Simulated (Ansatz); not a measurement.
# LuSi2: response to strain

LuSi2 is deformed so: zz strain of -2 %. What stress and forces result, by LAPW, PAW and all-electron datasets made for the crystal?

Program: Ansatz 0.2.0. Level of theory: DFT PBEsol, scalar-relativistic. These are calculated values, not measurements.

## (1) The system as given

The structure is hexagonal, space group P6/mmm (No. 191). The conventional cell has a = 3.750 Å, b = 3.750 Å, c = 4.050 Å, α = 90.00°, β = 90.00°, γ = 120.00°. Lu (site symmetry 6/mmm) has 12 Si at 2.96 Å as nearest neighbours. Around Si (site symmetry -6m2) lie 3 Si at 2.17 Å and 6 Lu at 2.96 Å.

Coordinates:

```
CELL_PARAMETERS angstrom
3.75000 0.00000 0.00000
-1.87500 3.24760 0.00000
0.00000 0.00000 4.05000
ATOMIC_POSITIONS crystal
Lu 0.00000 0.00000 0.00000
Si 0.33333 0.66667 0.50000
Si 0.66667 0.33333 0.50000
```

Atoms are numbered in the order of the input: Lu1, Si2, Si3.

## (2) The deformed structure

Space group P6/mmm before, P6/mmm after.

## (3) LAPW, all electrons

input.yaml reads:

```yaml
crystal:
  lattice:
    - [3.7500020507, 0.0, 0.0]
    - [-1.8750010253, 3.2475970401, 0.0]
    - [0.0, 0.0, 3.969]
  atoms:
    - { symbol: Lu, position: [0.0, 0.0, 0.0] }
    - { symbol: Si, position: [0.3333333333, 0.6666666667, 0.5] }
    - { symbol: Si, position: [0.6666666667, 0.3333333333, 0.5] }
kpoints:
  mp_grid: { grid: [13, 13, 10] }
  band_path:
    path:
      - [0.0, 0.0, 0.0]
      - [0.5, 0.0, 0.0]
      - [0.3333333333, 0.3333333333, 0.0]
      - [0.0, 0.0, 0.0]
      - [0.0, 0.0, 0.5]
      - [0.5, 0.0, 0.5]
      - [0.3333333333, 0.3333333333, 0.5]
      - [0.0, 0.0, 0.5]
      - [0.5, 0.0, 0.5]
    npoints: 5
scf:
  occupations: { method: fermi_dirac, width: 0.05 }
hamiltonian:
  xc: pbesol
  pseudopotentials: { kind: all_electron, lapw: { basis_error: 0.0005 } }
output:
  forces: true
  stress: true
  eigenvalues: true
```

Command:

```sh
ansatz run input.yaml --threads 1 --pin off --max-ram 4096MiB --backend cpu --events-out ev --progress --plain --runs-dir out
```

## (4) PAW with frozen cores

input.yaml reads:

```yaml
crystal:
  lattice:
    - [3.7500020507, 0.0, 0.0]
    - [-1.8750010253, 3.2475970401, 0.0]
    - [0.0, 0.0, 3.969]
  atoms:
    - { symbol: Lu, position: [0.0, 0.0, 0.0] }
    - { symbol: Si, position: [0.3333333333, 0.6666666667, 0.5] }
    - { symbol: Si, position: [0.6666666667, 0.3333333333, 0.5] }
kpoints:
  mp_grid: { grid: [13, 13, 10] }
scf:
  occupations: { method: fermi_dirac, width: 0.05 }
hamiltonian:
  xc: pbesol
  pseudopotentials: { kind: paw }
output:
  forces: true
  stress: true
  eigenvalues: true
  efg: { contact_densities: true }
```

## (5) All-electron PAW on datasets made for the crystal

Changes to input.yaml since step 4:

```diff
@@ -15,3 +15,3 @@
   xc: pbesol
-  pseudopotentials: { kind: paw }
+  pseudopotentials: { kind: all_electron, datasets: crystal }
 output:
```

(Steps that only read results are left out.)

Before running it: what results should come out? Wanted: pressure; largest shear or deviatoric stress.

**Answer**, as computed:

| quantity | value |
| --- | --- |
| pressure | LAPW 15.27, PAW 15.35, crystal datasets 15.27 GPa |
| largest shear or deviatoric stress (LAPW) | 16.95 GPa |

The largest part of the stress beyond the pressure is 16.95 GPa in size, in the zz component; the atoms are carried along and not relaxed. No run of the undeformed cell stands beside it, so the pressure holds what the given cell had before the change. PAW: stress within 0.11 GPa of LAPW. Crystal datasets: stress within 0.01 GPa of LAPW. Spin-orbit coupling is left out, though the cell holds Lu; in elements this heavy it can shift bands and gaps by tenths of an eV.
